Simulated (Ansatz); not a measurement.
**One shape, several levels: InH2SeCl (SMILES [Cl][InH][SeH])**

We compute a comparison of 6 runs (HF/STO-3G, HF/3-21G, HF/def2-SVP, HF/def2-SVPD, PBE0/def2-SVP, CAM-B3LYP/def2-TZVP) of InH2SeCl. 

The calculation is run with Ansatz 0.2.0.

5 further runs of the same task are left out: 5 set aside as unsound or not needed.

### 1 The molecule

InH2SeCl has 5 atoms, charge 0, and is taken as a singlet. As SMILES, `[Cl][InH][SeH]`. The shape is that of a PBE0-D4/def2-TZVP optimisation. This is one conformer, not always the lowest.

Bond lengths: Cl1–In2 2.330 Å, In2–Se3 2.485 Å, In2–H4 1.702 Å, Se3–H5 1.470 Å. Angles: Cl1–In2–Se3 110.9°, Cl1–In2–H4 119.0°, Se3–In2–H4 130.0°, In2–Se3–H5 91.8°.

### 2 Energy and forces at HF/STO-3G (run 1)

job.yaml reads:

```yaml
crystal:
  periodic: [false, false, false]
  atoms:
    - symbol: Cl
      position_ang: [-2.590600, -0.073500, 0.769400]
    - symbol: In
      position_ang: [-0.521400, -0.190700, -0.295000]
    - symbol: Se
      position_ang: [1.294600, 0.602300, 1.204200]
    - symbol: H
      position_ang: [-0.446900, -0.769600, -1.893800]
    - symbol: H
      position_ang: [2.314200, 0.357900, 0.173600]
basis:
  gaussian: {orbitals: STO-3G}
accuracy: high
output: {forces: true, orbitals: {seedname: orbitals}}
hamiltonian: {xc: hf}
```

On the command line:

```
$ ansatz run job.yaml --threads 1 --pin off --max-ram 2610MiB --events-out events.jsonl --progress --plain --runs-dir runs
```

The program printed:

```text
Warning: RAYON_NUM_THREADS=1 ignored (pool sized by the plan → 1); use --threads N
Functional definition: HF
  name "HF"
  exchange = exact_x
  correlation = 0
968 factors; integrals over basis functions are off by at most 1.2e-8 eV
mean field evaluation 1: about -231630.4194 eV, gradient 1.6e1 eV
mean field evaluation 2: about -231630.4605 eV, gradient 1.6e1 eV
mean field evaluation 4: about -231632.0160 eV, gradient 6.9e-1 eV
mean field evaluation 8: about -231632.0186 eV, gradient 9.6e-6 eV
mean field -231632.01863227 eV, -8512.3196789145 hartree, gradient 1.4e-8 eV, S^2 0.000000; 0 other end points of the search recorded, 0 dependent functions left out
the calculation of the forces begins
reference -231632.01863227 eV, -8512.3196789145 hartree; 51, 51 occupied and 5, 5 virtual orbitals, 968 factors
Total energy: -231632.01863227 eV, -8512.3196789145 hartree
Atom 0 at    -2.590600    -0.073500     0.769400 Å, force     0.617527    -0.059833    -0.385420 eV/Å
Atom 1 at    -0.521400    -0.190700    -0.295000 Å, force    -0.238571    -0.249276    -0.590011 eV/Å
Atom 2 at     1.294600     0.602300     1.204200 Å, force     0.113930    -0.493989    -1.382276 eV/Å
Atom 3 at    -0.446900    -0.769600    -1.893800 Å, force    -0.009214     0.579941     1.577859 eV/Å
Atom 4 at     2.314200     0.357900     0.173600 Å, force    -0.483672     0.223157     0.779848 eV/Å
Dipole moment:     0.533552    -0.178567    -0.677479 e Å
```

It took 3.3 s on 1 thread of Arm Neoverse V1, shared host; peak memory 0.16 GiB.

### 3 Energy and forces at HF/3-21G (run 2)

molecule.yaml reads:

```yaml
crystal:
  periodic: [false, false, false]
  atoms:
    - {symbol: Cl, position_ang: [-2.590600, -0.073500, 0.769400]}
    - {symbol: In, position_ang: [-0.521400, -0.190700, -0.295000]}
    - {symbol: Se, position_ang: [1.294600, 0.602300, 1.204200]}
    - {symbol: H, position_ang: [-0.446900, -0.769600, -1.893800]}
    - {symbol: H, position_ang: [2.314200, 0.357900, 0.173600]}
basis:
  gaussian: {orbitals: 3-21G-spherical.json}
hamiltonian: {xc: hf}
accuracy: high
output: {forces: true, orbitals: {seedname: orbitals}}
```

The basis set 3-21G is read from a file made from the Basis Set Exchange's data (not shown).

On the command line:

```
$ ansatz run molecule.yaml --threads 1 --pin off --max-ram 2610MiB --events-out events.jsonl --progress --plain --runs-dir runs
```

The program printed, cut to the lines that bear on the results:

```text
Warning: RAYON_NUM_THREADS=1 ignored (pool sized by the plan → 1); use --threads N
Functional definition: HF
  name "HF"
[...]
1329 factors; integrals over basis functions are off by at most 6.7e-9 eV
[...]
mean field -232977.15596874 eV, -8561.7525642632 hartree, gradient 4.0e-8 eV, S^2 0.000000; 0 other end points of the search recorded, 0 dependent functions left out
[...]
reference -232977.15596874 eV, -8561.7525642632 hartree; 51, 51 occupied and 19, 19 virtual orbitals, 1329 factors
Total energy: -232977.15596874 eV, -8561.7525642632 hartree
Atom 0 at    -2.590600    -0.073500     0.769400 Å, force    -1.295177     0.049309     0.600687 eV/Å
Atom 1 at    -0.521400    -0.190700    -0.295000 Å, force     0.249407    -0.158071    -0.518941 eV/Å
Atom 2 at     1.294600     0.602300     1.204200 Å, force     0.733186     0.264651     0.454501 eV/Å
Atom 3 at    -0.446900    -0.769600    -1.893800 Å, force     0.074976    -0.210074    -0.597669 eV/Å
Atom 4 at     2.314200     0.357900     0.173600 Å, force     0.237607     0.054184     0.061422 eV/Å
Dipole moment:     0.561480    -0.164076    -0.648187 e Å
```

It took 4.5 s on 1 thread of Arm Neoverse V1, shared host; peak memory 0.21 GiB.

### 4 Energy and gradient at HF/def2-SVP (core potential) (run 3)

input.yaml reads:

```yaml
crystal:
  periodic: [false, false, false]
  atoms:
    - {symbol: Cl, position_ang: [-2.590600, -0.073500, 0.769400]}
    - {symbol: In, position_ang: [-0.521400, -0.190700, -0.295000]}
    - {symbol: Se, position_ang: [1.294600, 0.602300, 1.204200]}
    - {symbol: H, position_ang: [-0.446900, -0.769600, -1.893800]}
    - {symbol: H, position_ang: [2.314200, 0.357900, 0.173600]}
basis:
  gaussian: {orbitals: def2-SVP}
output: {forces: true, orbitals: {seedname: orbitals}}
hamiltonian: {xc: hf}
accuracy: high
```

On the command line:

```
$ ansatz run input.yaml --threads 1 --pin off --max-ram 2610MiB --events-out events.jsonl --progress --plain --runs-dir runs
```

The program printed, cut to the lines that bear on the results:

```text
Warning: RAYON_NUM_THREADS=1 ignored (pool sized by the plan → 1); use --threads N
Functional definition: HF
  name "HF"
[...]
1775 factors; integrals over basis functions are off by at most 9.1e-9 eV
[...]
mean field -82977.27978085 eV, -3049.3587879259 hartree, gradient 1.0e-8 eV, S^2 0.000000; 0 other end points of the search recorded, 0 dependent functions left out
[...]
reference -82977.27978085 eV, -3049.3587879259 hartree; 37, 37 occupied and 49, 49 virtual orbitals, 1775 factors
Total energy: -82977.27978085 eV, -3049.3587879259 hartree
Atom 0 at    -2.590600    -0.073500     0.769400 Å, force    -0.520132     0.007607     0.207957 eV/Å
Atom 1 at    -0.521400    -0.190700    -0.295000 Å, force     0.048532    -0.067583    -0.200524 eV/Å
Atom 2 at     1.294600     0.602300     1.204200 Å, force     0.543028     0.029767    -0.114746 eV/Å
Atom 3 at    -0.446900    -0.769600    -1.893800 Å, force     0.041760    -0.057736    -0.172056 eV/Å
Atom 4 at     2.314200     0.357900     0.173600 Å, force    -0.113187     0.087945     0.279368 eV/Å
Dipole moment:     0.431045    -0.121733    -0.486126 e Å
```

Run time: 6.9 s. Hardware: 1 thread of Arm Neoverse V1, shared host; peak memory 0.27 GiB.

Runs 4 to 5 aren't shown in full; the table further down has their settings and results.

### 5 Energy and forces at CAM-B3LYP/def2-TZVP (core potential) (run 6)

run.yaml reads:

```yaml
crystal:
  periodic: [false, false, false]
  atoms:
    - {symbol: Cl, position_ang: [-2.590600, -0.073500, 0.769400]}
    - {symbol: In, position_ang: [-0.521400, -0.190700, -0.295000]}
    - {symbol: Se, position_ang: [1.294600, 0.602300, 1.204200]}
    - {symbol: H, position_ang: [-0.446900, -0.769600, -1.893800]}
    - {symbol: H, position_ang: [2.314200, 0.357900, 0.173600]}
basis:
  gaussian: {orbitals: def2-TZVP}
hamiltonian: {xc: {name: CAM-B3LYP}}
accuracy: high
output: {forces: true, orbitals: {seedname: orbitals}}
```

On the command line:

```
$ ansatz run run.yaml --threads 1 --pin off --max-ram 2610MiB --events-out events.jsonl --progress --plain --runs-dir runs
```

The program printed, cut to the lines that bear on the results:

```text
Warning: RAYON_NUM_THREADS=1 ignored (pool sized by the plan → 1); use --threads N
Functional definition: CAM-B3LYP
  name "CAM-B3LYP"
[...]
2512 factors; integrals over basis functions are off by at most 4.4e-9 eV
508 factors; integrals over basis functions are off by at most 2.4e-9 eV
[...]
mean field -83084.57642286 eV, -3053.3018667917 hartree, gradient 5.3e-8 eV, S^2 0.000000; 0 other end points of the search recorded, 0 dependent functions left out
[...]
reference -83084.57644229 eV, -3053.3018675055 hartree; 37, 37 occupied and 110, 110 virtual orbitals, 2512 factors
Total energy: -83084.57644229 eV, -3053.3018675055 hartree
Atom 0 at    -2.590600    -0.073500     0.769400 Å, force    -0.040062    -0.003488     0.004748 eV/Å
Atom 1 at    -0.521400    -0.190700    -0.295000 Å, force     0.032815    -0.011272    -0.041863 eV/Å
Atom 2 at     1.294600     0.602300     1.204200 Å, force     0.044935    -0.034471    -0.109780 eV/Å
Atom 3 at    -0.446900    -0.769600    -1.893800 Å, force    -0.004012     0.025147     0.069533 eV/Å
Atom 4 at     2.314200     0.357900     0.173600 Å, force    -0.033676     0.024085     0.077361 eV/Å
Dipole moment:     0.423602    -0.097004    -0.416242 e Å
```

It took 38 s on 1 thread of Arm Neoverse V1, shared host; peak memory 0.71 GiB.

### 6 All runs side by side

```csv
run,level,core potential,energy (Eh),dipole moment (D),HOMO energy (eV),LUMO energy (eV),wall time
1,HF/STO-3G,none,-8512.319679,4.23,-7.48,4.89,3.3 s
2,HF/3-21G,none,-8561.752564,4.19,-10.05,0.64,4.5 s
3,HF/def2-SVP (core potential),def2-SVP,-3049.358788,3.17,-9.93,0.97,6.9 s
4,HF/def2-SVPD (core potential),def2-SVPD,-3049.370394,3.15,-10.02,0.77,14 s
5,PBE0/def2-SVP (core potential),def2-SVP,-3052.288754,2.90,-7.40,-1.59,14 s
6,CAM-B3LYP/def2-TZVP (core potential),def2-TZVP,-3053.301868,2.89,-8.77,-0.90,38 s
```

### 7 Results

```
                       quantity           value
            run 6: total energy  -3053.30187 Eh
           run 6: dipole moment          2.89 D
             run 6: HOMO energy        -8.77 eV
             run 6: LUMO energy        -0.90 eV
           run 6: HOMO–LUMO gap         7.87 eV
run 6: largest force on an atom      0.124 eV/Å
```

The dipole moment (its size) runs from 2.89 D (CAM-B3LYP/def2-TZVP) to 4.23 D (HF/STO-3G). The two ends differ in method and basis and core potential. The HOMO–LUMO gap runs from 5.81 eV (PBE0/def2-SVP) to 12.37 eV (HF/STO-3G). Totals of different functionals can't be ranked against each other. Some runs of one species differ in core potentials or relativity; totals across that change don't compare. In run 1 the basis is minimal, so the values are rough. In runs 1, 2 relativity is left out where basis or elements ask for it. All runs together took 80 s, the longest 38 s.
